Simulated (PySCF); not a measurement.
# CH8AlNO: the cost of one run

Computed with PySCF 2.14.0, with density-fitted response routines of our own, on a single molecule in the gas phase. Atoms are numbered from 0 throughout.

### Step 1. The molecule as given

12 atoms, charge 0, multiplicity 1; geometry from: PBE0-D3(BJ)/def2-SVP.

Bonds of the start (Å): C0–O1 1.38, O1–Al2 1.74, Al2–N3 2.05, C0–H4 1.11, C0–H5 1.11, C0–H6 1.11, Al2–H7 1.61, Al2–H8 1.61, N3–H9 1.02, N3–H10 1.02, N3–H11 1.02.

### Step 2. Spin-spin couplings: LDA/pcJ-1

Job settings and geometry (Å):

```
{"job": {"kind": "j", "xc": "LDA", "basis": "pcJ-1"}, "charge": 0, "multiplicity": 1}
C      1.825980    -1.118055     0.419851
O      0.571325    -0.582791     0.207584
Al    -0.128551     1.007202     0.289206
N     -1.917819     0.342986    -0.446365
H      2.616540    -0.623247    -0.181584
H      1.846005    -2.189825     0.144846
H      2.146257    -1.058190     1.480445
H      0.321025     2.063276    -0.833795
H     -0.564253     1.550966     1.735493
H     -1.758979    -0.093982    -1.355608
H     -2.639084     1.056240    -0.557016
H     -2.280036    -0.382200     0.174829
```

With the program's defaults for keys left out, this is: LDA/pcJ-1 indirect spin-spin coupling, non-relativistic, gas phase.

The run is started by

```bash
$ OMP_NUM_THREADS=1 python probes_run.py task.json out
```

This one command runs all jobs of the session in turn.

**Question.** How long does this first job take on 1 thread of Arm Neoverse V1, shared host, and how much memory does it need?

About 14 s, with a peak of 0.62 GiB.
